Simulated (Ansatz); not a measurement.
# C₂H₅GeI, SMILES C=[C]([GeH3])I: a rigid scan of one bond length

With Ansatz 0.2.0 through its Python package.

Run as a notebook:

```python
import warnings

import ansatz as az
from ase import Atoms
import numpy as np

warnings.simplefilter("ignore", az.DeckWarning)

atoms = Atoms(["C", "C", "Ge", "I", "H", "H", "H", "H", "H"], positions=[
    [-0.0902, 1.4116, -0.5219],
    [-0.3179, 0.1341, -0.6014],
    [0.2921, -1.0027, 0.7959],
    [-1.2237, -0.7132, -2.2614],
    [-0.4976, 2.0918, -1.3476],
    [0.366, 1.9223, 0.3139],
    [1.8868, -0.8381, 0.9509],
    [0.0281, -2.4635, 0.4702],
    [-0.3551, -0.5887, 2.1844],
])
geometry = az.Crystal.molecule_from_ase(atoms)
```

```python
symbols = [site.symbol for site in geometry.cartesian_sites]
start = np.array([site.position_ang for site in geometry.cartesian_sites])
axis = (start[5] - start[0]) / np.linalg.norm(start[5] - start[0])
moving = [5]
lengths, energies = [0.951, 0.994, 1.037, 1.081, 1.124, 1.167, 1.21, 1.275], []
for length in lengths:
    xyz = start.copy()
    xyz[moving] += (length - np.linalg.norm(start[5] - start[0])) * axis
    point = az.Crystal.molecule()
    for symbol, place in zip(symbols, xyz):
        point = point.atom(symbol, place.tolist())
    model = (
        point.calculation()
        .basis(gaussian="def2-SVP")
        .functional("r2scan")
    )
    report = model.run().report
    energies.append(report["free_energy_ev"])
    print(f"r = {length:6.3f} A  E = {energies[-1]:.5f} eV  <S^2> = {abs(report['mean_field']['state']['spin_squared']):.3f}")

# quartic fit about the minimum
fit = np.polynomial.Polynomial.fit(lengths, np.array(energies) - min(energies), 4).convert()
roots = [r.real for r in fit.deriv().roots() if abs(r.imag) < 1e-9 and fit.deriv(2)(r.real) > 0]
r_e = min(roots, key=lambda r: abs(r - lengths[int(np.argmin(energies))]))
print(f"minimum of the fit at {r_e:.4f} A, force constant {fit.deriv(2)(r_e):.2f} eV/A^2")
```

    r =  0.951 A  E = -66765.67546 eV  <S^2> = 0.000
    r =  0.994 A  E = -66765.94140 eV  <S^2> = 0.000
    r =  1.037 A  E = -66766.09382 eV  <S^2> = 0.000
    r =  1.081 A  E = -66766.15736 eV  <S^2> = 0.000
    r =  1.124 A  E = -66766.14881 eV  <S^2> = 0.000
    r =  1.167 A  E = -66766.08600 eV  <S^2> = 0.000
    r =  1.210 A  E = -66765.98134 eV  <S^2> = 0.000
    r =  1.275 A  E = -66765.76523 eV  <S^2> = 0.000
    minimum of the fit at 1.0959 A, force constant 34.50 eV/A^2

Caveats:
- Total energies depend on the basis set; only differences at equal settings carry meaning.
- The rest of the molecule is held rigid at a force-field or estimated start geometry, and the basis set is modest; single-reference methods fail as a bond breaks.
- def2 sets replace the cores of elements past krypton by effective core potentials.
- The orbitals are restricted, so S² is zero by construction.
- Hardware and time: 68 s on 1 thread of Arm Neoverse V1, with other jobs on the host, peak memory 0.25 GiB.
